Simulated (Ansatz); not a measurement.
# C2H6GeOS: basis-set convergence

An exercise on one series of results from a longer session: the logs are not shown, and one member is left open.

Program: Ansatz 0.2.0, Gaussian basis. Level of theory: one geometry, several basis sets. These are calculated values, not measurements.

Plan: PBE0-D4/def2-SVP; ωB97M-V/def2-SVP; PBE0-D4/def2-QZVPP; ωB97M-V/def2-QZVPP; the functionals' def2-TZVPP values are taken from earlier runs.

### The geometry

An earlier PBE0-D4 in a triple-zeta def2 set relaxation fixed the geometry.

SMILES `CC(=S)[O][GeH3]`, 11 atoms, charge 0, spin multiplicity 1.

Atoms are counted from 1 here; the program's logs count them from 0.

Bond lengths: C1–C2 1.498 Å, C1–H6 1.096 Å, C1–H7 1.096 Å, C1–H8 1.086 Å, C2–S3 1.626 Å, C2–O4 1.326 Å, O4–Ge5 1.813 Å, Ge5–H9 1.527 Å, Ge5–H10 1.534 Å, Ge5–H11 1.534 Å. Angles: C2–C1–H6 110.3°, C2–C1–H7 110.3°, C2–C1–H8 110.7°, H6–C1–H7 107.5°, H6–C1–H8 109.0°, H7–C1–H8 109.0°, C1–C2–S3 123.3°, C1–C2–O4 116.3°, S3–C2–O4 120.4°, C2–O4–Ge5 127.9°, O4–Ge5–H9 101.9°, O4–Ge5–H10 108.5°, O4–Ge5–H11 108.5°, H9–Ge5–H10 112.8°, H9–Ge5–H11 112.8°, H10–Ge5–H11 111.7°.

Set-up of the first run:

File in.yaml:

```yaml
crystal:
  periodic: [false, false, false]
  atoms:
    - {symbol: C, position_ang: [-0.598982, -1.077389, 0.703689]}
    - {symbol: C, position_ang: [0.861824, -0.768006, 0.588436]}
    - {symbol: S, position_ang: [2.022799, -1.664631, 1.290105]}
    - {symbol: O, position_ang: [1.181517, 0.299144, -0.131236]}
    - {symbol: Ge, position_ang: [0.063876, 1.436725, -0.993414]}
    - {symbol: H, position_ang: [-1.130808, -0.235001, 1.159909]}
    - {symbol: H, position_ang: [-1.031663, -1.242412, -0.289337]}
    - {symbol: H, position_ang: [-0.756456, -1.964389, 1.309532]}
    - {symbol: H, position_ang: [1.042647, 2.427594, -1.618387]}
    - {symbol: H, position_ang: [-0.861739, 2.088523, 0.041873]}
    - {symbol: H, position_ang: [-0.727715, 0.642842, -2.040570]}
basis:
  gaussian: {orbitals: def2-SVP}
hamiltonian: {xc: pbe0, dispersion: d4}
output: {orbitals: {seedname: orbitals}}
```

Steps of the session up to this table: PBE0-D4 in def2-SVP; ωB97M-V in def2-SVP; PBE0-D4 in def2-QZVPP; ωB97M-V in def2-QZVPP.

One table of the session follows, with a row left open; its other results are not shown here.

It belongs to the step «Functionals by basis». 

| functional | basis | HOMO (eV) |
| --- | --- | --- |
| PBE0-D4 | def2-SVP | ? |
| PBE0-D4 | def2-TZVPP | -6.19 |
| PBE0-D4 | def2-QZVPP | -6.22 |
| ωB97M-V | def2-SVP | -8.15 |
| ωB97M-V | def2-TZVPP | -8.38 |
| ωB97M-V | def2-QZVPP | -8.42 |

**Question.** Estimate the row for PBE0-D4, def2-SVP.

As computed: HOMO (eV): -5.99. In the column «HOMO (eV)» it is the highest.
